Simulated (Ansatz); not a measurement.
# ScHg (Pm-3m): band structure, by script

Does ScHg (Pm-3m) have a gap, and where are its band edges? The task is a band structure, for ScHg (Pm-3m).

All numbers are computed with Ansatz 0.2.0, driven from Python. Level of theory: DFT r2SCAN+D3(BJ) with three-body term, plane waves, PAW.

## Step 1: The structure

Symmetry: Pm-3m, No. 221, cubic system. Conventional cell: a = 3.480 Å, b = 3.480 Å, c = 3.480 Å, α = 90.00°, β = 90.00°, γ = 90.00°. Around Sc (site symmetry m-3m) lie 8 Hg at 3.01 Å. Hg (site symmetry m-3m) has 8 Sc at 3.01 Å as nearest neighbours.

No structure file is read: the coordinates are typed or built in the script.

## Step 2: The code

bands_schg.py

```python
"""Band structure of ScHg."""

from dataclasses import dataclass

import ansatz as az
import numpy as np


@dataclass(frozen=True)
class RunConfig:
    filling: str = "fermi_dirac"
    k_length: int = 17
    functional: str = "r2scan"
    vdw: str = "d3bjatm"
    n_empty: int = 8


opts = RunConfig()

structure = (
    az.Lattice.of((3.48, 0.0, 0.0), (0.0, 3.48, 0.0), (0.0, 0.0, 3.48))
    .atom("Sc", (0.5, 0.5, 0.5))
    .atom("Hg", (0.0, 0.0, 0.0))
)

# vertices of the path, as fractions of the reciprocal vectors
path = [
    ("G", (0.0, 0.0, 0.0)),
    ("X", (0.0, 0.5, 0.0)),
    ("M", (0.5, 0.5, 0.0)),
    ("G", (0.0, 0.0, 0.0)),
    ("R", (0.5, 0.5, 0.5)),
    ("X", (0.0, 0.5, 0.0)),
]
calculation = (
    structure.calculation()
    .occupations(opts.filling)
    .accuracy("high")
    .basis(41 * az.Ry)
    .kpoints(length=opts.k_length)  # the mesh must be finer for metals
    .functional(opts.functional, dispersion=opts.vdw)
    .band_structure([point for _, point in path], intervals=4)  # levels along the path at the converged density
    .scf(extra_bands=opts.n_empty)
    .bader_charges()  # charges by zero-flux basins
)
history = []
result = calculation.session().plan().execute(on_event=lambda event: history.append(event["data"]["dr2_ev"]) if event["event"] == "scf_iter" else None)
summary = result.report
print("density residual by iteration (eV):", " ".join(f"{value:.1e}" for value in history[:40]))

for key in ("converged", "n_iterations", "n_electrons", "n_kpoints", "n_pw", "n_symmetry_ops", "free_energy_ev", "fermi_energy_ev"):
    print(f"{key:18s} {summary[key]}")

charges = result.bader_charges()
for atom in charges.atoms:
    print(f"Bader charge {atom.symbol:2s} {atom.partial_charge_e:+.3f} e")

bands = result.band_structure()
fermi = bands.fermi_energy_ev
print(f"zero of the bands: {fermi:.3f} eV, the Fermi level found on the SCF mesh")
for spin, channel in enumerate(bands.channels):
    print("channel", spin, "- computed levels within 8 eV of the Fermi level")
    for i, (label, _) in enumerate(path):
        levels = channel.eigenvalues_ev[i * 4] - fermi
        print(f"  {label:3s}", " ".join(f"{e:7.3f}" for e in levels if abs(e) < 8))
```

## Step 3: Running it

The run is started by

```bash
$ python bands_schg.py
```

Q: Predict the main results. Wanted: free energy; Bader charges; bands on the path.

**Answer**, as computed:

| quantity | value |
| --- | --- |
| free energy | -15969.7905 eV (-7984.8952 eV/atom) |
| Bader charges | Sc +1.51, Hg -1.51 e |
| bands on the path | cross the Fermi level |

What this shows: Bands cross the Fermi level along the path, so it is a metal at this level. Charge transfer by Bader reaches 1.5 e, on top of metallic bonding. Reading the output:
- For a metal this k-point mesh is coarse: on a finer one energies can move by several to tens of meV an atom and pressures by half a GPa or more, differences at one mesh by less.
- An absolute Fermi energy rests on an arbitrary zero of the periodic potential and has no direct meaning.
- Gaps and levels are Kohn-Sham values on a finite set of k-points, without spin-orbit coupling.
